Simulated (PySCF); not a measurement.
# WOF₄: structure of the singlet

Where does singlet WOF₄ go from a trigonal bipyramidal (ligand arrangement 1) start, is the end point a minimum, and what are its modes, charges and moments?

Computed with PySCF 2.14.0. Level: B3LYP, basis W def2-TZVP with ECP60, O def2-TZVP, F def2-TZVP, scalar-relativistic core potentials, no spin–orbit coupling, density fitting.

### Step 1. The starting structure

6 atoms, charge 0, spin multiplicity 1.

Bond lengths: W1–O2 1.770 Å, W1–F3 2.010 Å, W1–F4 2.010 Å, W1–F5 2.010 Å, W1–F6 2.010 Å. Angles: O2–W1–F3 90.0°, O2–W1–F4 90.0°, O2–W1–F5 120.0°, O2–W1–F6 120.0°, F3–W1–F4 180.0°, F3–W1–F5 90.0°, F3–W1–F6 90.0°, F4–W1–F5 90.0°, F4–W1–F6 90.0°, F5–W1–F6 120.0°.

Z-matrix (Å, degrees; charge 0 multiplicity 1):
```
W
O  1 1.7700
F  1 2.0100 2 90.00
F  1 2.0100 2 90.00 3 180.00
F  1 2.0100 2 120.00 3 90.00
F  1 2.0100 2 120.00 3 -90.00
```

### Step 2. First SCF at the start

The steps below are one call of a driver around PySCF. For each, scf.py gives the equivalent set-up of the SCF; relaxations use the driver's own optimiser. After this first run the driver tries any further starts and a stability analysis.

File scf.py:

```python
from pyscf import gto, scf, dft
mol = gto.M(atom='''
W      0.000000    -0.035790     0.000000
O      0.000000    -1.805820    -0.000010
F      2.010000    -0.035790     0.000000
F     -2.010000    -0.035790     0.000000
F     -0.000000     0.969210    -1.740710
F     -0.000000     0.969210     1.740700''',
    basis={'W': 'def2-TZVP', 'O': 'def2-TZVP', 'F': 'def2-TZVP'},
    ecp={'W': 'def2-TZVP'},
    charge=0, spin=0)
mf = dft.RKS(mol, xc='B3LYP')
mf.grids.atom_grid = (50, 194)
aux = {'W': 'def2-universal-JKFIT', 'O': 'def2-universal-JKFIT', 'F': 'def2-universal-JKFIT'}
mf = mf.density_fit(auxbasis=aux)
mf.conv_tol = 1e-08
mf.diis_space = 10
mf.max_cycle = 60
mf.init_guess = 'minao'
mf.verbose = 4
mf.kernel()
```

On the command line:

```sh
OMP_NUM_THREADS=4 python axn.py task.json out
```

The runs that follow: Relaxation: trigonal bipyramidal (ligand arrangement 1) start, singlet; Hessian and properties.

What does the calculation give? Wanted: minimum; geometry; wavenumbers; dipole moment; highest occupied, lowest empty level; polar-tensor charge of W1; zero-point energy; atomisation energy.

The runs gave:

| quantity | value |
| --- | --- |
| minimum | singlet, C4v |
| geometry | W–F 1.860 Å (×4), W–O 1.682 Å; F–W–F 86.1° (×4), F–W–F 149.8° (×2), F–W–O 105.1° (×4) |
| wavenumbers (cm⁻¹) | 100 (b1), 235 (e), 244 (a1), 298 (e), 332 (b2), 635 (b1), 692 (e), 723 (a1), 1076 (a1) |
| dipole moment | 0.42 D |
| highest occupied, lowest empty level | -11.42, -4.46 eV |
| polar-tensor charge of W1 | +3.24 e |
| zero-point energy | 33.2 kJ/mol |
| entropy at 298.15 K | 342.5 J/(mol K) |
| atomisation energy (no zero-point energy) | 2832 kJ/mol |

What this shows: From C2v at the start the molecule goes to a C4v minimum. The strongest infrared band lies at 692 cm⁻¹ (e, stretch). Other starts or spin states, not run here, may lie lower. Spin–orbit coupling, left out here, can matter for elements this heavy.
